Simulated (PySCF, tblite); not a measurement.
# Si₃H₆F radical, a small gas-phase stand-in for a defect centre (Si site with back bonds [SiH3], [SiH3], F): EPR parameters

Wanted: the EPR parameters for `F[Si]([SiH3])[SiH3]`. It is drawn as: dangling bond.

Programs: tblite 0.8.0 and PySCF 2.14.0. All values are calculated, for the isolated system unless a continuum is named. Atoms count from 0, parts from 1.

## 1. The system as given

10 atoms, charge 0, multiplicity 2; geometry: distance geometry start.

## 2. Geometry optimisation with GFN2-xTB

Job settings and geometry (Å):

```
{"job": {"kind": "relax", "xc": "GFN2-xTB", "basis": "xTB"}, "charge": 0, "multiplicity": 2}
Si     0.009672     0.013580     1.220571
Si    -1.751712     0.110655    -0.146990
Si     1.751537     0.192508    -0.199074
F      0.076321    -1.429748     2.078933
H     -2.033658     1.507472    -0.422686
H     -1.411364    -0.520435    -1.421254
H     -2.936921    -0.583908     0.476844
H      3.002728    -0.346303     0.402687
H      1.450749    -0.538264    -1.432435
H      1.808950     1.602928    -0.545472
```

With the program's defaults for keys left out, this is: GFN2-xTB geometry optimisation, gas phase.

The run is started by

```
OMP_NUM_THREADS=1 python cluster_run.py task.json out
```

This one command runs all jobs of the session in turn.

The program printed:

```text
step      E/eV     max force
  0    -352.73283    1.629
  1    -352.81136    0.756
  2    -352.83845    0.374
  3    -352.84857    0.417
  4    -352.89831    0.497
  5    -352.91564    0.528
  6    -352.92980    0.541
  7    -352.94255    0.421
  8    -352.95351    0.485
  9    -352.96379    0.498
 10    -352.97413    0.322
 11    -352.98140    0.340
 12    -352.98975    0.374
 13    -352.99830    0.256
 14    -353.00337    0.171
 15    -353.00568    0.102
 16    -353.00701    0.125
 17    -353.00863    0.129
 18    -353.01180    0.207
 19    -353.01750    0.309
 20    -353.02571    0.330
 21    -353.03376    0.214
 22    -353.03931    0.216
 23    -353.04377    0.255
 24    -353.05109    0.296
 25    -353.06324    0.368
 26    -353.07713    0.356
 27    -353.08750    0.308
 28    -353.09398    0.179
 29    -353.09556    0.148
 30    -353.09713    0.080
 31    -353.09783    0.065
 32    -353.09868    0.074
 33    -353.09940    0.091
 34    -353.10057    0.094
 35    -353.10158    0.069
 36    -353.10218    0.048
 37    -353.10239    0.026
 38    -353.10246    0.027
 39    -353.10252    0.027
 40    -353.10263    0.026
 41    -353.10283    0.045
 42    -353.10317    0.066
 43    -353.10355    0.063
 44    -353.10382    0.042
 45    -353.10398    0.030
 46    -353.10412    0.034
 47    -353.10432    0.045
 48    -353.10461    0.055
 49    -353.10494    0.058
 50    -353.10524    0.050
 51    -353.10550    0.048
 52    -353.10571    0.038
 53    -353.10591    0.035
 54    -353.10612    0.043
 55    -353.10638    0.055
 56    -353.10678    0.064
 57    -353.10746    0.067
 58    -353.10855    0.089
 59    -353.10999    0.125
 60    -353.11165    0.129
 61    -353.11344    0.103
 62    -353.11385    0.140
 63    -353.11504    0.086
 64    -353.11567    0.077
 65    -353.11750    0.087
 66    -353.11900    0.108
 67    -353.12049    0.118
 68    -353.12138    0.064
 69    -353.12187    0.049
 70    -353.12194    0.122
 71    -353.12260    0.063
 72    -353.12314    0.057
 73    -353.12430    0.052
 74    -353.12467    0.053
 75    -353.12480    0.032
 76    -353.12489    0.038
 77    -353.12495    0.031
 78    -353.12506    0.038
 79    -353.12525    0.057
 80    -353.12548    0.060
 81    -353.12571    0.044
 82    -353.12586    0.031
 83    -353.12592    0.014
 84    -353.12595    0.013
 85    -353.12597    0.013
 86    -353.12600    0.016
 87    -353.12604    0.017
 88    -353.12608    0.016
 89    -353.12611    0.008
 90    -353.12612    0.006
```

It took 1.8 s on 1 thread of AMD EPYC 7R43, shared host.

Along the way:

```csv
step,energy from step 0 (eV),largest force (eV/Å)
0,0.0000,1.6291
3,-0.1157,0.4172
6,-0.1970,0.5408
9,-0.2310,0.4972
12,-0.2569,0.3744
15,-0.2729,0.1022
18,-0.2790,0.2065
21,-0.3009,0.2141
24,-0.3183,0.2962
27,-0.3547,0.3075
30,-0.3643,0.0805
33,-0.3666,0.0911
36,-0.3693,0.0485
39,-0.3697,0.0270
42,-0.3703,0.0658
45,-0.3712,0.0309
48,-0.3718,0.0545
51,-0.3727,0.0481
54,-0.3733,0.0427
57,-0.3746,0.0667
60,-0.3788,0.1299
63,-0.3822,0.0866
66,-0.3862,0.1079
69,-0.3890,0.0490
72,-0.3903,0.0569
75,-0.3920,0.0326
78,-0.3922,0.0381
81,-0.3929,0.0440
84,-0.3931,0.0127
87,-0.3932,0.0171
90,-0.3933,0.0059
```

Close pairs (by a distance rule), those that changed most:

```csv
bond,before (Å),after (Å),change (Å)
Si0–Si1,2.232,2.305,+0.073
Si0–Si2,2.254,2.306,+0.051
Si1–H6,1.509,1.468,-0.041
Si0–F3,1.681,1.655,-0.025
Si2–H7,1.489,1.468,-0.021
Si1–H4,1.451,1.468,+0.017
Si2–H9,1.453,1.468,+0.015
Si1–H5,1.462,1.471,+0.009
```

## 3. Geometry optimisation at PBE0-D3(BJ)/def2-SVP

Job settings and geometry (Å):

```
{"job": {"xc": "PBE0", "basis": "def2-SVP", "d3": "d3bj", "grid": 2, "kind": "geom", "shake": 0.01}, "charge": 0, "multiplicity": 2}
Si     0.038350    -0.234626     0.801856
Si    -2.103601     0.084657    -0.069874
Si     2.067528     0.198376    -0.140182
F      0.100088    -1.823808     1.144011
H     -2.174664     1.485958    -0.503446
H     -2.537815    -0.705554    -1.225506
H     -3.108270    -0.120239     0.967820
H      3.151994     0.155374     0.889983
H      2.570024    -0.634759    -1.217281
H      2.037918     1.569038    -0.645908
```

The program printed:

```text
step   0  E = -971.10215841  max force = 0.013714
step   1  E = -971.10887093  max force = 0.007734
step   2  E = -971.10999609  max force = 0.004003
step   3  E = -971.11038410  max force = 0.001001
step   4  E = -971.11055228  max force = 0.001895
step   5  E = -971.11067799  max force = 0.001414
step   6  E = -971.11069900  max force = 0.000534
step   7  E = -971.11070322  max force = 0.000182
optimisation converged
```

Run time: 56 s. Hardware: 1 thread of AMD EPYC 7R43, shared host; peak memory 0.49 GiB.

The steps of the relaxation:

```csv
step,energy from step 0 (eV),largest force component (eV/Å)
0,0.0000,0.7052
1,-0.1827,0.3977
2,-0.2133,0.2058
3,-0.2238,0.0515
4,-0.2284,0.0974
5,-0.2318,0.0727
6,-0.2324,0.0275
7,-0.2325,0.0094
```

Close pairs (by a distance rule), those that changed most:

```csv
bond,before (Å),after (Å),change (Å)
Si0–Si2,2.279,2.345,+0.066
Si2–H8,1.451,1.497,+0.045
Si1–H6,1.459,1.494,+0.035
Si2–H9,1.461,1.496,+0.035
Si1–H5,1.466,1.497,+0.031
Si1–H4,1.469,1.496,+0.027
Si0–F3,1.627,1.642,+0.015
Si0–Si1,2.334,2.345,+0.010
```

The next job starts from the end point, and lists it.

```csv
at the end point,value
"rotational constants (GHz, main isotopes)","4.023, 1.880, 1.376"
dipole moment (D),1.23
⟨S²⟩,0.753
```

## 4. EPR parameters: B3LYP/IGLO-III+pcH-1

Job settings and geometry (Å):

```
{"job": {"kind": "epr"}, "charge": 0, "multiplicity": 2}
Si     0.024553    -0.311348     1.037154
Si    -1.975918     0.127744    -0.104348
Si     1.975665     0.221594    -0.149216
F      0.059121    -1.892767     1.477624
H     -1.941022     1.570148    -0.498400
H     -2.118977    -0.714404    -1.333812
H     -3.148920    -0.115443     0.787986
H      3.179349     0.095249     0.726451
H      2.157492    -0.650157    -1.352463
H      1.830207     1.643796    -0.589509
```

Level: UKS B3LYP, IGLO-III on F Si, pcH-1 on H, non-relativistic, mean-field spin-orbit, GIAO.

The program printed:

```text
UKS, coarse grid
  cycle   1  E = -972.00915709  |g| = 4.45e-01
  cycle   2  E = -971.81612253  |g| = 9.04e-01
  cycle   3  E = -972.07112439  |g| = 5.14e-02
  cycle   4  E = -972.07196118  |g| = 1.87e-02
  cycle   5  E = -972.07213258  |g| = 4.95e-03
  cycle   6  E = -972.07214732  |g| = 8.94e-04
  cycle   7  E = -972.07214839  |g| = 3.46e-04
UKS, final grid
  cycle   1  E = -972.07213446  |g| = 4.87e-04
  cycle   2  E = -972.07213436  |g| = 7.90e-04
  cycle   3  E = -972.07213455  |g| = 7.55e-05
  cycle   4  E = -972.07213455  |g| = 1.10e-05
E = -972.07213455 Eh   <S^2> = 0.7530 (exact 0.7500)
g shifts (ppm)      1          2          3
  rmc          -152       -152       -152
  gc             54         15         64
  oz_so        -818       -177       5103
  total        -916       -315       5015
hyperfine (MHz)  atom isotope    a_iso     a_fc   dipolar eigenvalues
    0  29Si    -439.95    -441.13   -151.93     74.67     77.25
    1  29Si     -42.94     -43.02    -12.48      4.83      7.65
    2  29Si     -43.16     -43.24    -12.63      4.94      7.69
    3   19F      95.87      94.28   -112.89   -111.42    224.31
    4    1H      -3.39      -3.39     -2.52     -1.23      3.75
    5    1H      65.33      65.33     -2.42     -0.17      2.59
    6    1H      -0.36      -0.36     -2.40     -1.14      3.54
    7    1H       0.24       0.24     -2.39     -1.16      3.55
    8    1H      63.96      63.96     -2.41     -0.19      2.60
    9    1H      -2.68      -2.69     -2.50     -1.25      3.75
```

Run time: 31 s. Hardware: 1 thread of AMD EPYC 7R43, shared host; peak memory 0.74 GiB.

Principal g values 2.00140, 2.00200, 2.00733; g(iso) = 2.00358, against 2.00232 for a free electron.

Hyperfine couplings; where a row names several nuclei, a(iso) is their mean (it holds for fast rotation or exchange) and the dipolar term the largest among them:

```csv
nuclei,isotope,a(iso) (MHz),"a(iso) (G, at g = 2.0023)",largest dipolar term (MHz)
Si0,29Si,-440.0,-157.0,-151.9
F3,19F,95.9,34.2,224.3
H5,1H,65.3,23.3,2.6
H8,1H,64.0,22.8,2.6
"Si1, Si2",29Si,-43.1,-15.4,-12.6
H4,1H,-3.4,-1.2,3.8
H9,1H,-2.7,-1.0,3.7
H6,1H,-0.4,-0.1,3.5
H7,1H,0.2,0.1,3.5
```

Mulliken spin populations:

```csv
atom,value (e)
Si0,0.86
Si1,0.03
Si2,0.03
F3,0.02
H4,0.00
H5,0.03
H6,0.00
H7,0.00
H8,0.03
H9,0.00
```

In first order the couplings over 0.8 MHz of 19F, 1H give 32 distinct lines over 82.5 G, if the averaged nuclei exchange fast; the same motion can average rows kept apart here too.

## 5. EPR parameters: BHandHLYP/IGLO-III+pcH-1

Same as in step 4 but for these lines:

```diff
@@ -1,2 +1,2 @@
-{"job": {"kind": "epr"}, "charge": 0, "multiplicity": 2}
+{"job": {"kind": "epr", "xc": "BHandHLYP"}, "charge": 0, "multiplicity": 2}
 Si     0.024553    -0.311348     1.037154
```

Level: UKS BHandHLYP, IGLO-III on F Si, pcH-1 on H, non-relativistic, mean-field spin-orbit, GIAO.

The program printed:

```text
UKS, coarse grid
  cycle   1  E = -971.89279398  |g| = 4.11e-01
  cycle   2  E = -971.87097185  |g| = 5.44e-01
  cycle   3  E = -971.95882867  |g| = 3.25e-02
  cycle   4  E = -971.95955886  |g| = 1.22e-02
  cycle   5  E = -971.95967941  |g| = 2.59e-03
  cycle   6  E = -971.95969181  |g| = 9.43e-04
  cycle   7  E = -971.95969345  |g| = 2.95e-04
UKS, final grid
  cycle   1  E = -971.95968443  |g| = 1.78e-04
  cycle   2  E = -971.95968447  |g| = 1.42e-04
  cycle   3  E = -971.95968448  |g| = 5.75e-05
  cycle   4  E = -971.95968448  |g| = 2.61e-05
E = -971.95968448 Eh   <S^2> = 0.7547 (exact 0.7500)
g shifts (ppm)      1          2          3
  rmc          -153       -153       -153
  gc             55         14         63
  oz_so       -1080       -187       4719
  total       -1178       -326       4629
hyperfine (MHz)  atom isotope    a_iso     a_fc   dipolar eigenvalues
    0  29Si    -476.80    -477.99   -156.56     77.18     79.37
    1  29Si     -42.97     -43.05    -12.62      4.37      8.25
    2  29Si     -43.23     -43.31    -12.77      4.49      8.28
    3   19F     129.70     128.23   -107.07   -103.26    210.33
    4    1H      -3.57      -3.57     -2.50     -1.27      3.77
    5    1H      63.46      63.45     -2.31     -0.22      2.53
    6    1H      -1.73      -1.72     -2.39     -1.17      3.57
    7    1H      -1.24      -1.24     -2.39     -1.19      3.58
    8    1H      62.20      62.19     -2.30     -0.24      2.54
    9    1H      -2.84      -2.84     -2.47     -1.28      3.76
```

It took 32 s on 1 thread of AMD EPYC 7R43, shared host; peak memory 0.81 GiB.

In short: g(iso) 2.00336.

## 6. Side by side: EPR parameters

g, ⟨S²⟩ and isotropic hyperfine couplings (MHz), with basis size and wall time:

```csv
run,g(iso),⟨S²⟩,29Si Si0,19F F3,1H H5,1H H8,29Si Si1 (mean),functions,time
B3LYP/IGLO-III+pcH-1,2.00358,0.753,-440.0,95.9,65.3,64.0,-43.1,227,31 s
BHandHLYP/IGLO-III+pcH-1,2.00336,0.755,-476.8,129.7,63.5,62.2,-43.1,227,32 s
```

## 7. Results

```
                            quantity                    value
rotational constants (main isotopes)     4.02, 1.88, 1.38 GHz
                      g(iso) (B3LYP)                  2.00358
                                ⟨S²⟩       0.753 (exact 0.75)
  largest a(iso) (averaged by class)  29Si on Si0, -440.0 MHz
```

The start of the PBE0/def2-SVP relaxation was shaken at random by about 0.01 Å, so part of the energy gained, and of the first lengths quoted, undoes that. Over 7 steps the energy fell by 0.233 eV; of the close pairs, Si0–Si2 changed most, 2.279 to 2.345 Å (PBE0/def2-SVP). No frequency check was run at this level, so the end point may be a saddle. Most of the unpaired spin sits on Si0 (0.86 e). The isotropic g lies 1.3 ppt above the free-electron value. The coupling of 29Si on Si0 runs from -476.8 (BHandHLYP/IGLO-III+pcH-1) to -440.0 MHz (B3LYP/IGLO-III+pcH-1).
